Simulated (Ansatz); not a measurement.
# CH4ClGa: the cost of one run

Program: Ansatz 0.2.0. Level of theory: RHF/def2-SVP. These are calculated values, not measurements.

## Step 1: The structure to begin with

Bond lengths: Ga1–H2 1.770 Å, Ga1–C3 2.180 Å, C3–H4 1.110 Å, C3–H5 1.110 Å, C3–H6 1.110 Å, Ga1–Cl7 2.240 Å. Angles: H2–Ga1–C3 43.9°, H2–Ga1–Cl7 155.6°, C3–Ga1–Cl7 160.4°, Ga1–C3–H4 105.3°, Ga1–C3–H5 73.7°, Ga1–C3–H6 141.1°, H4–C3–H5 109.4°, H4–C3–H6 109.4°, H5–C3–H6 109.4°.

As a file:

```xyz
7

Ga    0.0000    0.0000    0.0000
H     1.0314    0.0000    1.4384
C     2.1439    0.0000    0.3949
H     2.4735   -1.0462    0.2247
H     2.0074    0.5080   -0.5825
H     2.9135    0.5381    0.9867
Cl   -1.9398    0.0000   -1.1200
```

## Step 2: Pulling towards end A

Springs on the bonds that form and break draw the guess towards this end; the thresholds are loose.

File input.yaml:

```yaml
crystal:
  periodic: [false, false, false]
  atoms:
    - { symbol: Ga, position_ang: [0.0, 0.0, 0.0] }
    - { symbol: H, position_ang: [1.0314, 0.0, 1.4384] }
    - { symbol: C, position_ang: [2.1439, 0.0, 0.3949] }
    - { symbol: H, position_ang: [2.4735, -1.0462, 0.2247] }
    - { symbol: H, position_ang: [2.0074, 0.508, -0.5825] }
    - { symbol: H, position_ang: [2.9135, 0.5381, 0.9867] }
    - { symbol: Cl, position_ang: [-1.9398, 0.0, -1.12] }
basis:
  gaussian: { orbitals: def2-SVP }
hamiltonian:
  xc: hf
relax:
  f_tol: 0.15
  max_steps: 25
  restrain:
    - { distance: [1, 2], at: 2.31, k: 30.0 }
    - { distance: [0, 1], at: 1.57, k: 30.0 }
    - { distance: [0, 2], at: 1.98, k: 30.0 }
```

Command:

```
$ ansatz run input.yaml --threads 1 --pin off --max-ram 2048MiB --backend cpu --events-out ev --progress --plain --runs-dir out
```

What time and memory should one allow on 1 thread of AMD EPYC 7R43 (Zen 3), shared host?

About 24 s, with a peak of 0.18 GiB.
